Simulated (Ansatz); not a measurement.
# SiO2: the cost of one run

Computed with Ansatz 0.2.0 (DFT PBE, scalar-relativistic, plane waves, PAW, unless a step's input says otherwise).

1 further run of the same task is left out (set aside as unsound or not needed).

### 1 Starting point

Symmetry: P4_2/mnm, No. 136, tetragonal system. Conventional cell: a = 4.236 Å, b = 4.236 Å, c = 2.690 Å, α = 90.00°, β = 90.00°, γ = 90.00°. Si (site symmetry mmm) has 6 O at 1.77 to 1.84 Å as nearest neighbours. O (site symmetry m2m) has 3 Si at 1.77 to 1.84 Å as nearest neighbours.

Coordinates:

```cif
data_structure
_symmetry_space_group_name_H-M 'P4_2/mnm'
_symmetry_Int_Tables_number 136
_cell_length_a 4.2361
_cell_length_b 4.2361
_cell_length_c 2.6905
_cell_angle_alpha 90.000
_cell_angle_beta 90.000
_cell_angle_gamma 90.000
_cell_volume 48.28
loop_
_atom_site_label
_atom_site_type_symbol
_atom_site_symmetry_multiplicity
_atom_site_Wyckoff_symbol
_atom_site_fract_x
_atom_site_fract_y
_atom_site_fract_z
_atom_site_occupancy
Si1 Si 2 a 0.50000 0.50000 0.50000 1
O1 O 4 f 0.69302 0.69302 0.00000 1
```

It goes back to an entry of the Materials Project, which need not be the stable form.

This cell was relaxed beforehand with the same method: volume 8.05 Å³/atom, gap on the mesh 5.04 eV.

### 2 Zero of energy

Reference values: F = -3547.0190 eV; pressure 0.00 GPa; largest force 0.000 eV/Å; gap on the mesh 5.04 eV. It was computed beforehand with the settings of the runs below.

### 3 Normal modes

input.yaml reads:

```yaml
crystal:
  lattice:
    - [4.2361165327, 0.0, 0.0]
    - [0.0, 4.2361165327, 0.0]
    - [0.0, 0.0, 2.6904781074]
  atoms:
    - { symbol: Si, position: [0.5, 0.5, 0.5] }
    - { symbol: Si, position: [0.0, 0.0, 0.0] }
    - { symbol: O, position: [0.6930152167, 0.6930152167, 0.0] }
    - { symbol: O, position: [0.1930152167, 0.8069847833, 0.5] }
    - { symbol: O, position: [0.3069847833, 0.3069847833, 0.0] }
    - { symbol: O, position: [0.8069847833, 0.1930152167, 0.5] }
basis:
  ecutwfc: 420
kpoints:
  mp_grid: { grid: [6, 6, 8] }
hamiltonian:
  xc: pbe
scf:
  occupations: { method: gaussian, width: 0.05 }
output:
  eigenvalues: true
phonons:
  method: fd
  supercell: [1, 1, 1]
  amplitude: 0.02
  eigenvectors: true
  dielectric: false
```

Started as:

```sh
$ ansatz run input.yaml --threads 2 --pin off --max-ram 5120MiB --backend cpu --events-out ev --progress --plain --runs-dir out
```

Q: Estimate wall time and peak memory on 2 threads of Arm Neoverse V1, shared host.

About 26 s, with a peak of 0.45 GiB.
